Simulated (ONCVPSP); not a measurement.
# An ONCV potential for Zn, from input to tests

Do these settings give a usable potential? It is generated, then checked for transferability, scattering, ghosts and hardness.

Program: ONCVPSP 4.0.1. Reference atom: PBEsol, scalar-relativistic, spherical and spin-unpolarised. All values are calculated.

## Step 1: The design

Typed settings, in words:

```
element                 : zinc (Zn, Z = 30)
type                    : optimised norm-conserving Vanderbilt (ONCV)
frozen core             : [Ne]
valence charge          : 20
reference configuration : 3s2 3p6 3d10 4s2
partial waves           : 3s+4s: rc 1.05 bohr, ncon 4, nbas 9, qcut 15.1 1/bohr, 2 projectors; 3p: rc 1.00 bohr, ncon 3, nbas 8, qcut 17.2 1/bohr, 2 projectors, debl 2.6 Ha; 3d: rc 0.95 bohr, ncon 3, nbas 8, qcut 13.8 1/bohr, local
local potential         : the d channel
core correction         : polynomial model core, fcfact 0.5
```

The outer shells as boxes (Hund's rule for the drawing; the calculation is spin-unpolarised):

```
[Ne] core
3s [↑↓]
3p [↑↓][↑↓][↑↓]
3d [↑↓][↑↓][↑↓][↑↓][↑↓]
4s [↑↓]
```

An earlier all-electron run gives the scale for the radii.

All-electron outer shells of the reference configuration (PBEsol, scalar-relativistic, ld1.x):

```json
{"shell": "2p", "level (eV)": "-1003.46", "outermost node (bohr)": "–", "outermost maximum (bohr)": "0.15"}
{"shell": "3s", "level (eV)": "-128.92", "outermost node (bohr)": "0.28", "outermost maximum (bohr)": "0.59"}
{"shell": "3p", "level (eV)": "-83.26", "outermost node (bohr)": "0.25", "outermost maximum (bohr)": "0.59"}
{"shell": "3d", "level (eV)": "-10.17", "outermost node (bohr)": "–", "outermost maximum (bohr)": "0.56"}
{"shell": "4s", "level (eV)": "-6.00", "outermost node (bohr)": "0.85", "outermost maximum (bohr)": "2.09"}
{"shell": "4p", "level (eV)": "-1.07", "outermost node (bohr)": "0.92", "outermost maximum (bohr)": "3.04"}
```

## Step 2: The generation run

The input, Zn.dat:

```
# ATOM AND REFERENCE CONFIGURATION
# atsym  z   nc   nv     iexc    psfile
  Zn 30.00    3    4  -116133      upf
#
#   n    l    f
    1    0    2.00
    2    0    2.00
    2    1    6.00
    3    0    2.00
    3    1    6.00
    3    2   10.00
    4    0    2.00
#
# PSEUDOPOTENTIAL AND OPTIMIZATION
# lmax
    2
#
#   l,   rc,      ep,       ncon, nbas, qcut
    0    1.05    0.00    4    9   15.10
    1    1.00    0.00    3    8   17.20
    2    0.95    0.00    3    8   13.80
#
# LOCAL POTENTIAL
# lloc, lpopt,  rc(5),   dvloc0
    2    5    0.95    0.00
#
# VANDERBILT-KLEINMAN-BYLANDER PROJECTORs
# l, nproj, debl
    0    2    2.30
    1    2    2.60
    2    0    1.80
#
# MODEL CORE CHARGE
# icmod, fcfact, rcfact
    1    0.50    0.00
#
# LOG DERIVATIVE ANALYSIS
# epsh1, epsh2, depsh
   -6.00    5.00    0.04
#
# OUTPUT GRID
# rlmax, drl
    6.00    0.01
#
# TEST CONFIGURATIONS
# ncnf
    4
# nvcnf
#   n    l    f
    4
    3    0    2.00
    3    1    6.00
    3    2   10.00
    4    0    1.00
#
    4
    3    0    2.00
    3    1    6.00
    3    2   10.00
    4    0    0.00
#
    4
    3    0    2.00
    3    1    6.00
    3    2    9.00
    4    0    0.00
#
    4
    3    0    2.00
    3    1    6.00
    3    2    9.00
    4    0    2.00
#
```

Command:

```sh
$ oncvpsp.x < Zn.dat > Zn.out
```

**Question.** What will these runs give? Wanted: cutoffs for 1 and 0.1 mHa per electron, occupied waves; bound ghosts; GHOST(+) flags; largest test error; largest phase difference near zero energy, channels read; rms error of d²Exc/dn², without and with the model core; projector energies reset by the program.

**Answer**, as computed:

| quantity | value |
| --- | --- |
| cutoffs for 1 and 0.1 mHa per electron, occupied waves | 85 Ha and 98 Ha |
| bound ghosts | s at -76.28 eV |
| GHOST(+) flags | none at low energy |
| largest test error (AE − PS) | -32 meV, for 3s2 3p6 3d9 4s0 |
| largest phase difference near zero energy, channels read | 0.007 rad |
| rms error of d²Exc/dn², without and with the model core | 1.94 and 1.33 mHa |
| projector energies reset by the program | p: -3.060, 0.250 Ha |

A bound ghost (s) makes it unfit for use: electrons can fall into a state that the atom doesn't have. The worst unpolarised test, 3s2 3p6 3d9 4s0, is off by 32 meV on 68.8 eV; by total energies transferability rates as fair. That test lies far up in energy; among those under 40 eV, nearer to bonding, the largest error is 22 meV. The potential is very hard: the looser tolerance needs 85 Ha. At the looser tolerance the 3d wave is the slowest; 3s needs 67 Ha. Near zero energy the phases of the channels with partial waves agree within 0.007 rad. The pseudo curves have a pole with no partner nearby in the atom's: s at -2.77 Ha.
